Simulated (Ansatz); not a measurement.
# Hg4Pt: properties at the relaxed cell

One table from this session's results is given with a row withheld; the runs are named, their logs left out.

Computed with Ansatz 0.2.0 (DFT PBEsol, scalar-relativistic, plane waves, PAW, unless a step's input says otherwise).

### The starting structure

Symmetry: Im-3m, No. 229, cubic system. Conventional cell: a = 6.230 Å, b = 6.230 Å, c = 6.230 Å, α = 90.00°, β = 90.00°, γ = 90.00°. Hg (site symmetry -3m) has 2 Pt at 2.70 Å in its first shell of neighbours. Pt (site symmetry m-3m) is surrounded by 8 Hg at 2.70 Å.

Coordinates:

```
CELL_PARAMETERS angstrom
-3.11492 3.11492 3.11492
3.11492 -3.11492 3.11492
3.11492 3.11492 -3.11492
ATOMIC_POSITIONS crystal
Hg 0.50000 0.50000 0.50000
Hg 0.50000 0.00000 0.00000
Hg 0.00000 0.00000 0.50000
Hg 0.00000 0.50000 0.00000
Pt 0.00000 0.00000 0.00000
```

This cell was relaxed beforehand with the same method: volume 24.18 Å³/atom, gap on the mesh none (metal).

Set-up of the first run:

The input, input.yaml:

```yaml
crystal:
  lattice:
    - [-3.0834530493, 3.0834530493, 3.0834530493]
    - [3.0834530493, -3.0834530493, 3.0834530493]
    - [3.0834530493, 3.0834530493, -3.0834530493]
  atoms:
    - { symbol: Hg, position: [0.5, 0.5, 0.5] }
    - { symbol: Hg, position: [0.5, 0.0, 0.0] }
    - { symbol: Hg, position: [0.0, 0.0, 0.5] }
    - { symbol: Hg, position: [0.0, 0.5, 0.0] }
    - { symbol: Pt, position: [0.0, 0.0, 0.0] }
basis:
  ecutwfc: 420
kpoints:
  mp_grid: { grid: [8, 8, 8] }
hamiltonian:
  xc: pbesol
scf:
  occupations: { method: gaussian, width: 0.1 }
output:
  forces: true
  stress: true
  eigenvalues: true
```

Launch:

```console
$ ansatz run input.yaml --threads 1 --pin off --max-ram 2560MiB --backend cpu --events-out ev --progress --plain --runs-dir out
```

Steps of the session up to this table: Point at V/V0 = 0.97; The cell scaled to 1.03 of its volume; The cell scaled to 0.94 of its volume; The cell scaled to 1.06 of its volume; Volume × 0.91; The cell scaled to 1.10 of its volume; Point at V/V0 = 0.88.

One table of the session follows, with a row left open; its other results are not shown here.

It belongs to the step «Equation of state». 

| volume (Å³/atom) | energy above the lowest point (meV/atom) | pressure (GPa) |
| --- | --- | --- |
| 21.277 | 117.7 | 15.06 |
| 22.002 | 61.2 | 10.08 |
| 22.728 | 25.1 | 6.01 |
| 23.453 | 5.7 | 2.67 |
| 24.179 | 0.0 | -0.05 |
| 24.904 | ? | ? |
| 25.629 | 19.8 | -4.05 |
| 26.596 | 50.2 | -5.90 |

**Question.** Estimate the row for volume (Å³/atom) = 24.904.

Worked estimate for «energy above the lowest point (meV/atom)». A straight line through the neighbours (24.179, 0.0) and (25.629, 19.8) gives 0.0 + (19.8 − 0.0) × (24.904 − 24.179) / (25.629 − 24.179) = 9.9; a parabola fitted to 4 rows on both sides gives 5.6.

The run gave: energy above the lowest point (meV/atom): 5.4; pressure (GPa): -2.26. In «energy above the lowest point (meV/atom)» the line misses by +4.5 and the parabola by +0.2.
